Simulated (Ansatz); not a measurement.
Crystal: GaGe.

```
Ge Ga
1.0
     0.00000    2.89784    2.89784
     2.89784    0.00000    2.89784
     2.89784    2.89784    0.00000
Ge Ga
1 1
Direct
  0.00000 0.00000 0.00000
  0.25000 0.25000 0.25000
```

The cell comes from a database or a generator and needn't be the stable form of this composition.

* Program: Ansatz 0.2.0
* Task: relaxation of cell and atoms
* Functional: PBEsol
* Potentials or basis: all-electron LAPW, scalar-relativistic
* Basis error allowed: 0.001 eV/atom
* k mesh: 8 × 8 × 8
* Occupations: fermi-dirac, width 0.05 eV
* Spin: no spin polarisation

At the start: volume 24.33 Å³/atom.

Question: Where does the relaxation end?

Answer: Over 5 steps the energy falls by 8.7 meV/atom and the volume is 23.21 Å³/atom (-4.6 %); space group F-43m (No. 216, to 0.05 Å).

Step by step:
```
step  energy change (eV)  largest force (eV/Å)  volume (Å³)
   1              0.0000                0.0000        48.67
   2             -0.0164                0.0000        46.95
   3             -0.0175                0.0000        46.38
   4             -0.0175                0.0000        46.42
   5             -0.0175                0.0000        46.42
```

Final structure:
```cif
data_structure
_symmetry_space_group_name_H-M 'P 1'
_symmetry_Int_Tables_number 1
_cell_length_a 4.0341
_cell_length_b 4.0341
_cell_length_c 4.0341
_cell_angle_alpha 60.000
_cell_angle_beta 60.000
_cell_angle_gamma 60.000
_cell_volume 46.42
loop_
_atom_site_label
_atom_site_type_symbol
_atom_site_fract_x
_atom_site_fract_y
_atom_site_fract_z
_atom_site_occupancy
Ge1 Ge 0.00000 0.00000 0.00000 1
Ga1 Ga 0.25000 0.25000 0.25000 1
```
